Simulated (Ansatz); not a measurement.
**BClH₂Zn: a ladder of functionals and wavefunction methods**

The task here is to estimate one member of a computed series from the others.

Method: functionals in def2-TZVPP, the program's frozen cores in correlated methods; program: Ansatz 0.2.0, Gaussian basis.

The runs, in order: LDA (SPW92), PBE-D4, revPBE-D4, BLYP-D4, r2SCAN-D4, B97M-V, PBE0-D4, B3LYP-D4, r2SCANh-D4, r2SCAN0-D4, HSE06-D4, BHLYP-D4, CAM-B3LYP-D4, LC-ωPBE, ωB97X-V, ωB97M-V, B2PLYP, PBE-QIDH; CCSD(T)/def2-SVP; CCSD(T)/def2-TZVPP; MP2/def2-QZVPP; extrapolation to the limit; RPA on PBE.

## The relaxed structure

The geometry comes from an earlier relaxation with PBE0-D4 in a triple-zeta def2 set; it is a stationary point.

SMILES `Cl[BH][ZnH]`, 5 atoms, charge 0, spin multiplicity 1.

Atoms are counted from 1 here; the program's logs count them from 0.

Bond lengths: Cl1–B2 1.753 Å, B2–Zn3 2.081 Å, B2–H4 1.197 Å, Zn3–H5 1.554 Å. Angles: Cl1–B2–Zn3 119.7°, Cl1–B2–H4 113.2°, Zn3–B2–H4 127.1°, B2–Zn3–H5 179.4°.

The first run:

in.yaml reads:

```yaml
crystal:
  periodic: [false, false, false]
  atoms:
    - {symbol: Cl, position_ang: [-0.745312, -1.438884, 1.490732]}
    - {symbol: B, position_ang: [-0.686605, -0.470460, 0.030326]}
    - {symbol: Zn, position_ang: [0.949679, 0.766399, -0.321236]}
    - {symbol: H, position_ang: [-1.645852, -0.615891, -0.671370]}
    - {symbol: H, position_ang: [2.177888, 1.685236, -0.569853]}
basis:
  gaussian: {orbitals: def2-TZVPP}
hamiltonian: {xc: lda}
output: {orbitals: {seedname: orbitals}}
```

The run is started by

```console
$ ansatz run in.yaml --threads 2 --pin off --events-out ev --progress --plain --max-ram 4352MiB
```

Steps of the session up to this table: LDA; PBE-D4 (GGA); revPBE-D4 (GGA); BLYP-D4 (GGA); r2SCAN-D4 (meta-GGA); B97M-V (meta-GGA); PBE0-D4 (hybrid); B3LYP-D4 (hybrid); r2SCANh-D4 (hybrid); r2SCAN0-D4 (hybrid); HSE06-D4 (hybrid); BHLYP-D4 (hybrid); CAM-B3LYP-D4 (range-separated); LC-ωPBE (range-separated); ωB97X-V (range-separated); ωB97M-V (range-separated); B2PLYP (double hybrid); PBE-QIDH (double hybrid).

One table of the session follows, with a row left open; its other results are not shown here.

It belongs to the step «Orbital energies across the functionals». 

```
  functional  HOMO (eV)  LUMO (eV)  gap (eV)
 LDA (SPW92)      -6.00      -3.53      2.47
      PBE-D4      -5.89      -3.28      2.61
   revPBE-D4      -5.85      -3.17      2.67
     BLYP-D4      -5.78      -3.11      2.67
   r2SCAN-D4      -6.13      -3.03      3.10
      B97M-V      -6.16      -3.07      3.10
     PBE0-D4      -7.00      -2.36      4.64
    B3LYP-D4      -6.83      -2.56      4.27
  r2SCANh-D4      -6.54      -2.70      3.84
  r2SCAN0-D4      -7.16      -2.22      4.93
    HSE06-D4          ?          ?         ?
    BHLYP-D4      -8.04      -1.41      6.62
CAM-B3LYP-D4      -8.33      -1.31      7.02
     LC-ωPBE      -9.67      -0.19      9.48
     ωB97X-V      -9.30      -0.28      9.02
     ωB97M-V      -9.12      -0.48      8.64
```

Estimate the missing values for HSE06-D4.

**Answer.** HOMO (eV): -6.60; LUMO (eV): -2.74; gap (eV): 3.86. In the column «HOMO (eV)» it lies between B3LYP-D4 (-6.83) and r2SCANh-D4 (-6.54).
